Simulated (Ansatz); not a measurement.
This script makes a scan of the energy under strain of MoS2, space group P-3m1 with Ansatz's Python interface.

Script `mos2_strain.py`:
```python
# -*- coding: utf-8 -*-
"""Energy of MoS2 under tetragonal strain, ions carried with the cell."""

import ansatz
import numpy as np

VECTORS = np.array([
    [3.227465, 0.0, 0.0],
    [-1.613732, 2.795066, 0.0],
    [0.0, 0.0, 6.312473],
])
SITES = [
    ("Mo", (0.0, 0.0, 0.5)),
    ("S", (1 / 3, 2 / 3, 0.255319)),
    ("S", (2 / 3, 1 / 3, 0.744681)),
]


def crystal_on(cell):
    crystal = ansatz.Crystal(lattice=ansatz.Lattice.of(cell))
    for symbol, position in SITES:
        crystal = crystal.atom(symbol, position)
    return crystal

# clamped ions: the fractional positions stay as typed
values = np.linspace(-0.03, 0.03, 5)
energies = []
for d in values:
    strain = np.diag([d, d, (1 + d) ** -2 - 1])
    cell = VECTORS @ (np.eye(3) + strain)
    job = (
        crystal_on(cell).calculation()
        .functional("LDA")
        .basis(16 * ansatz.Ha)
        .occupations("Gaussian", width=150 * ansatz.meV)  # the run then minimises F = E - TS
        .pseudopotentials("paw")
        .kpoints(12, 12, 6)  # sampling of the Brillouin zone
    )
    r = job.run(threads=1, backend="cpu").report
    energies.append(r["free_energy_ev"] / len(SITES))
    print(f"d = {d:+.4f}  F = {energies[-1]:.5f} eV/atom")
energies = np.array(energies)

for value, e in zip(values, energies):
    print(f"strain {value:7.3f}   E - Emin = {1000 * (e - energies.min()):9.3f} meV/atom")
curvature = 2 * np.polyfit(values, energies, 3)[1]
volume = abs(np.linalg.det(VECTORS)) / len(SITES)
print(f"d2E/dd2 over the volume: {curvature / volume * 160.21766:.1f} GPa")
```

How much energy does this tetragonal strain cost, and what curvature follows?

Against the unstrained cell the energy per atom changes by +1.12 meV at one end of the scan and +40.61 meV at the other, and its second derivative over the volume is 392.8 GPa.

The run itself:

`python mos2_strain.py` gives:
```text
DeckWarning: crystal.lattice misses the space group found at crystal.symmetry.tolerance 1.0e-5 in a digit that the deck types, which is why this is a warning: making the lattice exact moves one of its numbers by a whole unit of that number's last typed decimal, or more. The operation that it misses by the most changes [...]
d = -0.0300  F = -2194.65117 eV/atom
d = -0.0150  F = -2194.65794 eV/atom
d = +0.0000  F = -2194.65229 eV/atom
d = +0.0150  F = -2194.63648 eV/atom
d = +0.0300  F = -2194.61168 eV/atom
strain  -0.030   E - Emin =     6.772 meV/atom
strain  -0.015   E - Emin =     0.000 meV/atom
strain   0.000   E - Emin =     5.652 meV/atom
strain   0.015   E - Emin =    21.467 meV/atom
strain   0.030   E - Emin =    46.264 meV/atom
d2E/dd2 over the volume: 392.8 GPa
```
(Warnings from the package without file and line, shortened, repeats left out.)

Notes:
- Total energies depend on the potentials; only differences at equal settings carry meaning.
- The run is spin-unpolarised.
- The curvature belongs to this strain pattern and to the cell's stress; it equals a single elastic constant only for simple patterns.
- In a metal a curvature from energy changes of a few meV or less hangs on mesh and smearing, in size and even in sign.
- This cell is a computed structure, which may not be the phase found in nature.
- The ions keep their fractional positions (clamped ions).
- Hardware and time: 15 s on 1 thread of Arm Neoverse V2 (shared host), peak memory 0.42 GiB.
